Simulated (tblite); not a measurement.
**Ge2H4ClF (SMILES [F][GeH]([Cl])[GeH3]) at GFN2-xTB**

What is the electronic atomisation energy of Ge2H4ClF at GFN2-xTB? 

Program for the calculation: tblite 0.8.0.

19 further runs of the same task are left out: 19 set aside as unsound or not needed.

### 1 Starting point

The species is Ge2H4ClF (8 atoms), meant as a singlet with charge 0. SMILES: `[F][GeH]([Cl])[GeH3]`. The shape was relaxed beforehand at GFN2-xTB.

Bond lengths: F1–Ge2 1.783 Å, Ge2–Cl3 2.099 Å, Ge2–Ge4 2.413 Å, Ge2–H5 1.532 Å, Ge4–H6 1.497 Å, Ge4–H7 1.498 Å, Ge4–H8 1.498 Å. Some angles: F1–Ge2–Cl3 103.5°, F1–Ge2–Ge4 107.3°, Cl3–Ge2–Ge4 115.0°, F1–Ge2–H5 97.8°, Cl3–Ge2–H5 108.5°, Ge4–Ge2–H5 121.8°, Ge2–Ge4–H6 112.1°, Ge2–Ge4–H7 111.3°, Ge2–Ge4–H8 110.7°, H6–Ge4–H7 107.8°.

### 2 Vibrational wavenumbers at GFN2-xTB

The input, geom.xyz:

```xyz
8

F     -1.529043    -0.428868    -1.723240
Ge    -0.363295     0.621470    -0.875831
Cl     1.112054     0.981499    -2.324328
Ge     0.395108    -0.575141     1.077462
H     -1.249186     1.866832    -0.765365
H     -0.731416    -0.908945     2.005002
H      1.072290    -1.856921     0.701399
H      1.385488     0.242974     1.849000
```

The input, script.py:

```python
import json
import numpy as np
from tblite.interface import Calculator
from tblite.interface import symbols_to_numbers
from ase.data import atomic_masses

symbols = list(map(str, np.loadtxt("geom.xyz", skiprows=2, usecols=0, dtype=str, ndmin=1)))
numbers = np.array(symbols_to_numbers(symbols))
positions = np.loadtxt("geom.xyz", skiprows=2, usecols=(1, 2, 3), ndmin=2) / 0.52917721

xtb = Calculator("GFN2-xTB", numbers, positions, charge=0, uhf=0)
xtb.set("verbosity", 0)
xtb.set("accuracy", 0.01)
wfn = xtb.singlepoint()
h = 0.005  # bohr
n = positions.size
H, D = np.zeros((n, n)), np.zeros((n, 3))
for a in range(n):
    g, d = [], []
    for sign in (1, -1):
        x = positions.ravel().copy()
        x[a] += sign * h
        xtb.update(x.reshape(-1, 3))
        y = xtb.singlepoint()
        g.append(y.get('gradient').ravel())
        d.append(y.get('dipole'))
    H[a], D[a] = (g[0] - g[1]) / (2 * h), (d[0] - d[1]) / (2 * h)
mass = np.repeat(atomic_masses[numbers], 3)
H = (H + H.T) / 2 / np.sqrt(np.outer(mass, mass))
# project out translations and rotations
com = positions - atomic_masses[numbers] @ positions / atomic_masses[numbers].sum()
T = [np.tile(v, len(numbers)) for v in np.eye(3)] + [np.cross(com, v).ravel() for v in np.eye(3)]
U, sv, _ = np.linalg.svd((np.array(T) * np.sqrt(mass)).T)
Q = U[:, (sv > 1e-3 * sv.max()).sum():]
w, V = np.linalg.eigh(Q.T @ H @ Q)
freq = np.sign(w) * np.sqrt(np.abs(w)) * 5140.487
inten = (((Q @ V).T / np.sqrt(mass)) @ D) ** 2
inten = inten.sum(axis=1) * 974.88
print(f"E = {wfn.get('energy'):.8f} Eh, max gradient {np.abs(wfn.get('gradient')).max():.2e} Eh/bohr")
print("mode   frequency/cm^-1   IR/(km/mol)")
for i, (v, s) in enumerate(zip(freq, inten), 1):
    print(f"{i:4d} {v:14.2f} {s:14.3f}")
zpe = freq[freq > 0].sum() / 2 / 219474.63
print(f"imaginary modes: {(freq < -10).sum()}, zero-point energy {zpe:.6f} Eh = {zpe * 627.5095:.4f} kcal/mol")
out = {k: np.asarray(wfn.get(k)).tolist() for k in ("energy", "gradient", "charges", "dipole", "orbital-energies", "orbital-occupations")}
out.update(symbols=symbols, positions=(positions * 0.529177210903).tolist(), frequencies=freq.tolist(), intensities=inten.tolist(), zpe=zpe)
json.dump(out, open("results.json", "w"))
```

Launch:

```console
$ python script.py
```

What it wrote:

```text
E = -15.28150258 Eh, max gradient 1.96e-05 Eh/bohr
mode   frequency/cm^-1   IR/(km/mol)
   1          14.42          0.043
   2          78.16          0.764
   3         111.09         11.912
   4         154.00         16.586
   5         236.15          1.874
   6         375.43         85.591
   7         400.32         21.323
   8         410.72         25.038
   9         435.60        144.588
  10         585.84        494.717
  11         609.50         97.337
  12         757.00        388.662
  13         836.64        116.667
  14         839.08        136.026
  15        1712.86        470.084
  16        1950.56        121.143
  17        2047.17        405.858
  18        2052.21        448.104
imaginary modes: 0, zero-point energy 0.030998 Eh = 19.4518 kcal/mol
```

Wall time 1.1 s (1 thread of Intel Xeon at 2.50GHz (Skylake/Cascade Lake), shared host).

### 3 The Cl atom: a single-point energy at GFN2-xTB

The input, calc.py:

```python
# GFN2-xTB single point
import json
import numpy as np
from tblite.interface import Calculator

symbols = ["Cl"]
numbers = np.array([17])
positions = np.array([  # bohr
    [0.000000, 0.000000, 0.000000],
])

tb = Calculator("GFN2-xTB", numbers, positions, charge=0, uhf=1)
tb.set("accuracy", 0.1)
tb.add("spin-polarization", 1.0)
wfn = tb.singlepoint()

print(f"Energy: {wfn.get('energy') * 627.5095:.8f} kcal/mol")
eps = np.atleast_2d(wfn.get("orbital-energies")) * 27.211386
occ = np.atleast_2d(wfn.get("orbital-occupations"))
filled = occ.sum(axis=0) if eps.shape[0] == 1 else occ[0]
homo = np.nonzero(filled > 0.5)[0].max()
print(f"HOMO {eps[0, homo]:.4f} eV")
if homo + 1 < eps.shape[1]:
    print(f"LUMO {eps[0, homo + 1]:.4f} eV, gap {eps[0, homo + 1] - eps[0, homo]:.4f} eV")
mu = wfn.get("dipole") * 2.541746
print(f"|mu|: {np.linalg.norm(mu):.4f} D, components " + " ".join(f"{c:.4f}" for c in mu))
q = wfn.get("charges")
print("Charges:", " ".join(f"{s}{i + 1}={c:+.4f}" for i, (s, c) in enumerate(zip(symbols, q))))
out = {k: np.asarray(wfn.get(k)).tolist() for k in ("energy", "gradient", "charges", "dipole", "orbital-energies", "orbital-occupations")}
out.update(symbols=symbols, positions=(positions * 0.529177210903).tolist())
json.dump(out, open("results.json", "w"))
```

Run the same way, it converges to -4.49055 Eh (log not shown).

### 4 The F atom: a single-point energy at GFN2-xTB

The input, start.xyz:

```xyz
1
start geometry
F      0.000000     0.000000     0.000000
```

The input, script.py:

```python
"""GFN2-xTB single point"""
import json
import numpy as np
from tblite.interface import Calculator
from tblite.interface import symbols_to_numbers

symbols = list(map(str, np.loadtxt("start.xyz", skiprows=2, usecols=0, dtype=str, ndmin=1)))
numbers = np.array(symbols_to_numbers(symbols))
positions = np.loadtxt("start.xyz", skiprows=2, usecols=(1, 2, 3), ndmin=2) / 0.529177210903

tb = Calculator("GFN2-xTB", numbers, positions, charge=0, uhf=1)
tb.set("verbosity", 0)
tb.set("accuracy", 0.1)
tb.add("spin-polarization", 1.0)
wfn = tb.singlepoint()

print(f"E(total): {wfn.get('energy') * 27.211386:.8f} eV")
eps = np.atleast_2d(wfn.get("orbital-energies")) * 27.211386
occ = np.atleast_2d(wfn.get("orbital-occupations"))
filled = occ.sum(axis=0) if eps.shape[0] == 1 else occ[0]
homo = np.nonzero(filled > 0.5)[0].max()
print("  MO   occupation   energy/eV")
for i in range(max(0, homo - 4), min(eps.shape[1], homo + 5)):
    print(f"{i + 1:4d} {filled[i]:10.4f} {eps[0, i]:12.4f}")
mu = wfn.get("dipole") * 2.541746
print(f"|mu|: {np.linalg.norm(mu):.4f} D, components " + " ".join(f"{c:.4f}" for c in mu))
q = wfn.get("charges")
print("Charges:", " ".join(f"{s}{i + 1}={c:+.4f}" for i, (s, c) in enumerate(zip(symbols, q))))
out = {k: np.asarray(wfn.get(k)).tolist() for k in ("energy", "gradient", "charges", "dipole", "orbital-energies", "orbital-occupations")}
out.update(symbols=symbols, positions=(positions * 0.529177210903).tolist())
json.dump(out, open("results.json", "w"))
```

Launch:

```console
$ python script.py
```

What it wrote:

```text
E(total): -126.10579319 eV
  MO   occupation   energy/eV
   1     1.0000     -24.3068
   2     1.0000     -16.5609
   3     1.0000     -16.5609
   4     1.0000     -16.5609
|mu|: 0.0000 D, components 0.0000 0.0000 0.0000
Charges: F1=+0.0000
```

Wall time 0.34 s (1 thread of Intel Xeon at 2.50GHz (Skylake/Cascade Lake), shared host).

### 5 The Ge atom: the energy at GFN2-xTB

The input, start.xyz:

```xyz
1

Ge     0.000000     0.000000     0.000000
```

The input, xtb_job.py:

```python
import json
import numpy as np
from ase.io import read
from tblite.ase import TBLite
from ase.units import kcal, mol as mol_
from ase.units import Debye

mol = read("start.xyz")
start = mol.get_positions()

mol.calc = TBLite(
    method="GFN2-xTB",
    multiplicity=3,
    accuracy=0.1,
    spin_polarization=1.0,
)
print(f"Potential energy: {mol.get_potential_energy() / (kcal / mol_):.6f} kcal/mol")
print(f"Dipole: {np.linalg.norm(mol.get_dipole_moment()) / Debye:.4f} D")
print("Charges:", np.round(mol.get_charges(), 4))
json.dump(dict(energy=mol.get_potential_energy(), forces=mol.get_forces().tolist(), dipole=mol.get_dipole_moment().tolist(), charges=mol.get_charges().tolist(),
               symbols=mol.get_chemical_symbols(), start=start.tolist(), final=mol.positions.tolist()), open("results.json", "w"))
```

Run the same way, it converges to -1.83519 Eh (log not shown).

### 6 The H atom: the energy at GFN2-xTB

The input, script.py:

```python
# GFN2-xTB single point with ASE
import json
import numpy as np
from ase import Atoms
from ase.units import Bohr
from tblite.ase import TBLite
from ase.units import kJ, mol as mol_
from ase.units import Debye

system = Atoms(["H"], positions=Bohr * np.array([
    [0.000000, 0.000000, 0.000000],
]))
start = system.get_positions()

system.calc = TBLite(
    method="GFN2-xTB",
    charge=0,
    multiplicity=2,
    accuracy=0.1,
    spin_polarization=1.0,
    verbosity=0,
)
print(f"Energy: {system.get_potential_energy() / (kJ / mol_):.6f} kJ/mol")
print(f"Dipole: {np.linalg.norm(system.get_dipole_moment()) / Debye:.4f} D")
print("Charges:", np.round(system.get_charges(), 4))
json.dump(dict(energy=system.get_potential_energy(), forces=system.get_forces().tolist(), dipole=system.get_dipole_moment().tolist(), charges=system.get_charges().tolist(),
               symbols=system.get_chemical_symbols(), start=start.tolist(), final=system.positions.tolist()), open("results.json", "w"))
```

Run the same way, it converges to -0.42930 Eh (log not shown).

### 7 Results

At GFN2-xTB:

```
                                      quantity         value
                        molecule: total energy  -15.28150 Eh
                       molecule: dipole moment        3.21 D
                         molecule: HOMO energy     -11.49 eV
                         molecule: LUMO energy      -5.79 eV
                       molecule: HOMO–LUMO gap       5.70 eV
            molecule: largest force on an atom    0.001 eV/Å
          molecule: lowest harmonic wavenumber       14 cm⁻¹
         molecule: highest harmonic wavenumber     2052 cm⁻¹
                   molecule: zero-point energy   81.4 kJ/mol
                         Cl atom: total energy   -4.49055 Eh
                        Cl atom: dipole moment        0.00 D
Cl atom: HOMO energy (as the program lists it)     -13.11 eV
Cl atom: LUMO energy (as the program lists it)      -0.58 eV
             Cl atom: largest force on an atom    0.000 eV/Å
                          F atom: total energy   -4.63430 Eh
                         F atom: dipole moment        0.00 D
 F atom: HOMO energy (as the program lists it)     -16.56 eV
              F atom: largest force on an atom    0.000 eV/Å
                         Ge atom: total energy   -1.83519 Eh
                        Ge atom: dipole moment        0.00 D
             Ge atom: largest force on an atom    0.000 eV/Å
                          H atom: total energy   -0.42930 Eh
                         H atom: dipole moment        0.00 D
              H atom: largest force on an atom    0.000 eV/Å
                 electronic atomisation energy     20.928 eV
```

**Reading.** Taking the molecule apart into free atoms costs 20.93 eV (2019 kJ/mol), before zero-point energy and without spin-orbit coupling. Tight-binding and semi-empirical models aren't fitted to free atoms, so this value can be far from the true one. All 18 modes (molecule) are real, though the softest (14 cm⁻¹) is within numerical noise.
